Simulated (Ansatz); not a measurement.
# Cl₂H₄N₂Zr: basis-set convergence

An exercise on one series of results from a longer session: the logs are not shown, and one member is left open.

Computed with Ansatz 0.2.0, Gaussian basis. Level: one geometry, several basis sets.

Plan: PBE0-D4/def2-SVP; ωB97M-V/def2-SVP; PBE0-D4/def2-QZVPP; ωB97M-V/def2-QZVPP; the functionals' def2-TZVPP values are taken from earlier runs.

## The geometry

All runs share one geometry, relaxed beforehand with PBE0-D4 in a triple-zeta def2 set. Zr takes the def2 core potential; no spin-orbit term is included.

9 atoms, charge 0, spin multiplicity 1.

Atoms are counted from 1 here; the program's logs count them from 0.

Bond lengths: N1–Zr2 2.010 Å, N1–H6 1.012 Å, N1–H7 1.010 Å, Zr2–N3 2.006 Å, Zr2–Cl4 2.363 Å, Zr2–Cl5 2.363 Å, N3–H8 1.012 Å, N3–H9 1.012 Å. Angles: Zr2–N1–H6 124.2°, Zr2–N1–H7 126.6°, H6–N1–H7 109.2°, N1–Zr2–N3 105.2°, N1–Zr2–Cl4 108.7°, N1–Zr2–Cl5 108.7°, N3–Zr2–Cl4 110.4°, N3–Zr2–Cl5 110.4°, Cl4–Zr2–Cl5 113.1°, Zr2–N3–H8 125.3°, Zr2–N3–H9 125.3°, H8–N3–H9 109.1°.

The first run:

in.yaml reads:

```yaml
crystal:
  periodic: [false, false, false]
  atoms:
    - {symbol: N, position_ang: [-1.401143, 0.828974, 0.435730]}
    - {symbol: Zr, position_ang: [0.489997, 0.148038, 0.430692]}
    - {symbol: N, position_ang: [0.603189, -1.080185, -1.150698]}
    - {symbol: Cl, position_ang: [0.869293, -1.049852, 2.431943]}
    - {symbol: Cl, position_ang: [1.954616, 1.981747, 0.154774]}
    - {symbol: H, position_ang: [-1.771600, 1.475706, 1.120641]}
    - {symbol: H, position_ang: [-2.127688, 0.593031, -0.224975]}
    - {symbol: H, position_ang: [0.464132, -2.082281, -1.123184]}
    - {symbol: H, position_ang: [0.919193, -0.815168, -2.074923]}
basis:
  gaussian: {orbitals: def2-SVP}
hamiltonian: {xc: pbe0, dispersion: d4}
output: {orbitals: {seedname: orbitals}}
```

On the command line:

```
$ ansatz run in.yaml --threads 4 --pin off --events-out ev --progress --plain --max-ram 10444MiB
```

Steps of the session up to this table: PBE0-D4 in def2-SVP; ωB97M-V in def2-SVP; PBE0-D4 in def2-QZVPP; ωB97M-V in def2-QZVPP.

One table of the session follows, with a row left open; its other results are not shown here.

It belongs to the step «Functionals by basis». 

| functional | basis | HOMO (eV) |
| --- | --- | --- |
| PBE0-D4 | def2-SVP | -7.69 |
| PBE0-D4 | def2-TZVPP | -7.82 |
| PBE0-D4 | def2-QZVPP | -7.85 |
| ωB97M-V | def2-SVP | -9.97 |
| ωB97M-V | def2-TZVPP | -10.13 |
| ωB97M-V | def2-QZVPP | ? |

Estimate the missing values for ωB97M-V, def2-QZVPP.

The run gave: HOMO (eV): -10.17. In the column «HOMO (eV)» it is the lowest.
